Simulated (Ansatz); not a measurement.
# AlClFHOSi: a ladder of functionals and wavefunction methods

How much do the methods differ for AlClFHOSi? The plan is to run it at one geometry with functionals of several rungs and with coupled cluster, and see how far each lands from CCSD(T) at the basis-set limit for the atomisation energy.

Program: Ansatz 0.2.0, Gaussian basis. Level of theory: functionals in def2-TZVPP, the program's frozen cores in correlated methods. These are calculated values, not measurements.

Plan: LDA (SPW92), PBE-D4, revPBE-D4, BLYP-D4, r2SCAN-D4, B97M-V, PBE0-D4, B3LYP-D4, r2SCANh-D4, r2SCAN0-D4, HSE06-D4, BHLYP-D4, CAM-B3LYP-D4, LC-ωPBE, ωB97X-V, ωB97M-V, B2PLYP, PBE-QIDH; CCSD(T)/def2-SVP; CCSD(T)/def2-TZVPP; MP2/def2-QZVPP; extrapolation to the limit; RPA on PBE.

**1. The relaxed structure**

The geometry comes from an earlier relaxation with PBE0-D4 in a triple-zeta def2 set; it is a stationary point.

SMILES `F[Si]1(Cl)[O][AlH]1`, 6 atoms, charge 0, spin multiplicity 1.

Atoms are counted from 1 here; the program's logs count them from 0.

Bond lengths: F1–Si2 1.589 Å, Si2–Cl3 2.042 Å, Si2–O4 1.654 Å, Si2–Al5 2.262 Å, O4–Al5 1.750 Å, Al5–H6 1.574 Å. Angles: F1–Si2–Cl3 104.5°, F1–Si2–O4 112.9°, F1–Si2–Al5 126.7°, Cl3–Si2–O4 114.1°, Cl3–Si2–Al5 128.7°, O4–Si2–Al5 50.2°, Si2–O4–Al5 83.2°, Si2–Al5–O4 46.6°, Si2–Al5–H6 179.1°, O4–Al5–H6 132.5°.

**2. LDA**

This LDA is Slater exchange with PW92 correlation.

in.yaml reads:

```yaml
crystal:
  periodic: [false, false, false]
  atoms:
    - {symbol: F, position_ang: [-0.723948, -2.111530, -0.053089]}
    - {symbol: Si, position_ang: [0.215531, -0.832934, 0.037837]}
    - {symbol: Cl, position_ang: [2.095844, -1.553647, -0.302271]}
    - {symbol: O, position_ang: [-0.241831, 0.376451, -0.994089]}
    - {symbol: Al, position_ang: [-0.426530, 1.288618, 0.487898]}
    - {symbol: H, position_ang: [-0.877067, 2.769042, 0.777515]}
basis:
  gaussian: {orbitals: def2-TZVPP}
hamiltonian: {xc: lda}
output: {orbitals: {seedname: orbitals}}
```

On the command line:

```sh
$ ansatz run in.yaml --threads 2 --pin off --events-out ev --progress --plain --max-ram 4352MiB
```

After this run come: PBE-D4 (GGA); revPBE-D4 (GGA); BLYP-D4 (GGA); r2SCAN-D4 (meta-GGA); B97M-V (meta-GGA); PBE0-D4 (hybrid); B3LYP-D4 (hybrid); r2SCANh-D4 (hybrid); r2SCAN0-D4 (hybrid); HSE06-D4 (hybrid); BHLYP-D4 (hybrid); CAM-B3LYP-D4 (range-separated); LC-ωPBE (range-separated); ωB97X-V (range-separated); ωB97M-V (range-separated); B2PLYP (double hybrid); PBE-QIDH (double hybrid); CCSD(T) in def2-SVP; CCSD(T) in def2-TZVPP; MP2 in def2-QZVPP; RPA on PBE orbitals.

Before running them: what should the planned runs give, taken together? Wanted: atomisation energy, CCSD(T)/CBS; farthest beyond LDA; mean size of error, GGA; mean size of error, meta-GGA; mean size of error, hybrid; mean size of error, range-separated; mean size of error, double hybrid; gap, smallest and largest; T1 diagnostic.

**Answer**, as computed:

```
                               quantity                                     value
        atomisation energy, CCSD(T)/CBS                             2181.0 kJ/mol
 functionals within 10.9 kJ/mol (0.5 %)               r2SCAN-D4, ωB97X-V, ωB97M-V
                    farthest beyond LDA                  BHLYP-D4 (-134.5 kJ/mol)
                mean size of error, GGA                               35.9 kJ/mol
           mean size of error, meta-GGA                               16.0 kJ/mol
             mean size of error, hybrid                               57.6 kJ/mol
    mean size of error, range-separated                               15.4 kJ/mol
      mean size of error, double hybrid                               45.4 kJ/mol
              gap, smallest and largest  3.07 eV (LDA (SPW92)), 9.50 eV (LC-ωPBE)
                          T1 diagnostic                                    0.0145
triples share of the correlation energy                                     3.8 %
```

**Reading.** The LDA atomisation energy is off by 332.4 kJ/mol (15 %): it overbinds. PBE-D4 misses by +22.2 kJ/mol. Double hybrids carry the basis error of their MP2 part in triple zeta, and no dispersion term here, so their miss is partly the set-up's. By mean error the best rung here is range-separated (15.4 kJ/mol) and the worst beyond LDA is hybrid (57.6 kJ/mol). The gap between the best rungs is small, so their order is not settled. The mean of the hybrids holds BHLYP, with half exact exchange. Misses under about 10.9 kJ/mol are within the doubt on the reference itself, which lacks core-valence correlation, relativity and higher excitations. Hartree-Fock recovers 69 % of the binding; the rest is correlation. CCSD(T) in def2-SVP is off by -244.2 kJ/mol, which most functionals beat. The gap grows from 3.1 to 9.5 eV across the functionals, mostly with the share of exact exchange.
